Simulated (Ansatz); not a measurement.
# W (Tungsten): the cost of one run

Method: DFT r2SCAN, scalar-relativistic, plane waves, PAW, in Ansatz 0.2.0.

1 further run of the same task is left out (set aside as unsound or not needed).

### 1 The system as given

The structure is cubic, space group Im-3m (No. 229). Conventional cell: a = 3.168 Å, b = 3.168 Å, c = 3.168 Å, α = 90.00°, β = 90.00°, γ = 90.00°. W (site symmetry m-3m) has 8 W at 2.74 Å as nearest neighbours.

Structure file:

```
W
1.0
    -1.58422    1.58422    1.58422
     1.58422   -1.58422    1.58422
     1.58422    1.58422   -1.58422
W
1
Cartesian
  0.0000 0.0000 0.0000
```

This cell was relaxed beforehand with the same method: volume 15.90 Å³/atom, gap on the mesh none (metal).

### 2 The bulk in the cell of the plane

File input.yaml:

```yaml
crystal:
  lattice:
    - [3.1684409929, 0.0, 0.0]
    - [0.0, 3.1684409929, 0.0]
    - [1.5842204965, -1.5842204965, 1.5842204965]
  atoms:
    - { symbol: W, position: [0.0, 0.0, 0.0] }
basis:
  ecutwfc: 500
kpoints:
  mp_grid: { grid: [11, 11, 21] }
hamiltonian:
  xc: r2scan
scf:
  occupations: { method: gaussian, width: 0.1 }
output:
  forces: true
  stress: true
  eigenvalues: true
```

Run with:

```
$ ansatz run input.yaml --threads 2 --pin off --max-ram 5120MiB --backend cpu --events-out ev --progress --plain --runs-dir out
```

What time and memory should one allow on 2 threads of Intel Xeon 6975P-C (Granite Rapids), shared host?

About 5.6 s, with a peak of 0.55 GiB.
